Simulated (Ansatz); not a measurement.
# Ga5As3N2: the cost of one run

Computed with Ansatz 0.2.0 (DFT PBE, scalar-relativistic, plane waves, PAW, unless a step's input says otherwise).

1 further run of the same task is left out (it didn't finish).

## 1. The structure to begin with

The structure is tetragonal, space group I-4m2 (No. 119). The conventional cell has a = 3.740 Å, b = 3.740 Å, c = 26.444 Å, α = 90.00°, β = 90.00°, γ = 90.00°. Ga (site symmetry 2mm) is surrounded by 4 As at 2.29 Å. Ga (site symmetry 2mm) has 2 N at 2.29 Å and 2 As at 2.29 Å in its first shell of neighbours. Ga (site symmetry -4m2) has 4 N at 2.29 Å in its first shell of neighbours. Around As (site symmetry 2mm) lie 4 Ga at 2.29 Å. As (site symmetry -4m2) is surrounded by 4 Ga at 2.29 Å. N (site symmetry 2mm) is surrounded by 4 Ga at 2.29 Å.

Structure file:

```cif
data_structure
_symmetry_space_group_name_H-M 'P 1'
_symmetry_Int_Tables_number 1
_cell_length_a 13.4840
_cell_length_b 13.4840
_cell_length_c 13.4840
_cell_angle_alpha 164.058
_cell_angle_beta 164.058
_cell_angle_gamma 22.620
_cell_volume 184.93
loop_
_atom_site_label
_atom_site_type_symbol
_atom_site_fract_x
_atom_site_fract_y
_atom_site_fract_z
_atom_site_occupancy
Ga1 Ga 0.80000 0.80000 0.00000 1
Ga2 Ga 0.40000 0.40000 0.00000 1
Ga3 Ga 0.00000 0.00000 0.00000 1
Ga4 Ga 0.60000 0.60000 0.00000 1
Ga5 Ga 0.20000 0.20000 0.00000 1
As1 As 0.35000 0.85000 0.50000 1
As2 As 0.15000 0.65000 0.50000 1
As3 As 0.75000 0.25000 0.50000 1
N1 N 0.95000 0.45000 0.50000 1
N2 N 0.55000 0.05000 0.50000 1
```

The start is an ordering of an alloy on its end members' structure types: elements ordered on the sites of the GaN type, As/N on N (I-4m2, No. 119).

## 2. The guess as it stands, on a coarse mesh

input.yaml reads:

```yaml
crystal:
  lattice:
    - [-1.86989923, 1.86989923, 13.22218428]
    - [1.86989923, -1.86989923, 13.22218428]
    - [1.86989923, 1.86989923, -13.22218428]
  atoms:
    - { symbol: Ga, position: [0.8, 0.8, 0.0] }
    - { symbol: Ga, position: [0.4, 0.4, 0.0] }
    - { symbol: Ga, position: [0.0, 0.0, 0.0] }
    - { symbol: Ga, position: [0.6, 0.6, 0.0] }
    - { symbol: Ga, position: [0.2, 0.2, 0.0] }
    - { symbol: As, position: [0.35, 0.85, 0.5] }
    - { symbol: As, position: [0.15, 0.65, 0.5] }
    - { symbol: As, position: [0.75, 0.25, 0.5] }
    - { symbol: "N", position: [0.95, 0.45, 0.5] }
    - { symbol: "N", position: [0.55, 0.05, 0.5] }
basis:
  ecutwfc: 420
kpoints:
  mp_grid: { grid: [6, 6, 6] }
hamiltonian:
  xc: pbe
scf:
  occupations: { method: gaussian, width: 0.1 }
  lower_state_search: "off"
output:
  forces: true
  stress: true
  eigenvalues: true
```

Started as:

```
$ ansatz run input.yaml --threads 4 --pin off --max-ram 8192MiB --backend cpu --events-out ev --progress --plain --runs-dir out
```

**Question.** How long does this run take on 4 threads of Arm Neoverse N1, shared host, and how much memory does it need?

About 20 s, with a peak of 0.7 GiB.
